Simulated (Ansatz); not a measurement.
# H8O2Si2Sn: how energies converge with the basis set

Aim: see how fast density functionals converge with the basis set for H8O2Si2Sn.

Program: Ansatz 0.2.0, Gaussian basis. Level of theory: one geometry, several basis sets. These are calculated values, not measurements.

The runs, in order: PBE0-D4/def2-SVP; ωB97M-V/def2-SVP; PBE0-D4/def2-QZVPP; ωB97M-V/def2-QZVPP; the functionals' def2-TZVPP values are taken from earlier runs.

### Step 1. The geometry

An earlier PBE0-D4 in a triple-zeta def2 set relaxation fixed the geometry. Sn takes the def2 core potential; no spin-orbit term is included.

13 atoms, charge 0, spin multiplicity 1.

Atoms are counted from 1 here; the program's logs count them from 0.

Bond lengths: Si1–O2 1.634 Å, Si1–H6 1.486 Å, Si1–H7 1.492 Å, Si1–H8 1.488 Å, O2–Sn3 1.949 Å, Sn3–O4 1.949 Å, Sn3–H9 1.695 Å, Sn3–H10 1.695 Å, O4–Si5 1.634 Å, Si5–H11 1.492 Å, Si5–H12 1.486 Å, Si5–H13 1.488 Å. Angles: O2–Si1–H6 108.8°, O2–Si1–H7 110.9°, O2–Si1–H8 110.9°, H6–Si1–H7 108.8°, H6–Si1–H8 109.0°, H7–Si1–H8 108.2°, Si1–O2–Sn3 136.0°, O2–Sn3–O4 105.1°, O2–Sn3–H9 109.5°, O2–Sn3–H10 105.7°, O4–Sn3–H9 105.7°, O4–Sn3–H10 109.5°, H9–Sn3–H10 120.4°, Sn3–O4–Si5 136.0°, O4–Si5–H11 110.9°, O4–Si5–H12 108.8°, O4–Si5–H13 110.9°, H11–Si5–H12 108.8° and more.

### Step 2. PBE0-D4 in def2-SVP

The input, in.yaml:

```yaml
crystal:
  periodic: [false, false, false]
  atoms:
    - {symbol: Si, position_ang: [-1.248778, 1.199088, 1.581247]}
    - {symbol: O, position_ang: [-0.069850, 1.562562, 0.510129]}
    - {symbol: Sn, position_ang: [0.350409, 1.078330, -1.330683]}
    - {symbol: O, position_ang: [0.297667, -0.869893, -1.367265]}
    - {symbol: Si, position_ang: [0.969112, -2.080472, -0.499550]}
    - {symbol: H, position_ang: [-1.408973, 2.337670, 2.522580]}
    - {symbol: H, position_ang: [-2.547160, 0.962953, 0.885385]}
    - {symbol: H, position_ang: [-0.905868, -0.024844, 2.354464]}
    - {symbol: H, position_ang: [-0.902928, 1.589854, -2.351501]}
    - {symbol: H, position_ang: [1.939894, 1.607255, -1.592153]}
    - {symbol: H, position_ang: [2.317879, -1.690415, 0.004907]}
    - {symbol: H, position_ang: [1.110198, -3.274843, -1.372314]}
    - {symbol: H, position_ang: [0.118697, -2.431844, 0.669554]}
basis:
  gaussian: {orbitals: def2-SVP}
hamiltonian: {xc: pbe0, dispersion: d4}
output: {orbitals: {seedname: orbitals}}
```

Started as:

```bash
$ ansatz run in.yaml --threads 4 --pin off --events-out ev --progress --plain --max-ram 11315MiB
```

Further steps of the session: ωB97M-V in def2-SVP; PBE0-D4 in def2-QZVPP; ωB97M-V in def2-QZVPP.

Before running them: what should the planned runs give, taken together? Wanted: PBE0-D4: double and triple zeta above quadruple; ωB97M-V: double and triple zeta above quadruple.

As calculated:

| quantity | value |
| --- | --- |
| PBE0-D4: double and triple zeta above quadruple | 12.31, 0.90 eV |
| ωB97M-V: double and triple zeta above quadruple | 12.44, 0.83 eV |

PBE0-D4 gains 11.41 eV from double to triple zeta, then 0.90 eV more. Total energies overstate the basis error of differences, where much of it tends to cancel. The LUMO of ωB97M-V is positive and keeps falling with the basis (1.52 to 0.68 eV): an unbound level that the basis holds in place.
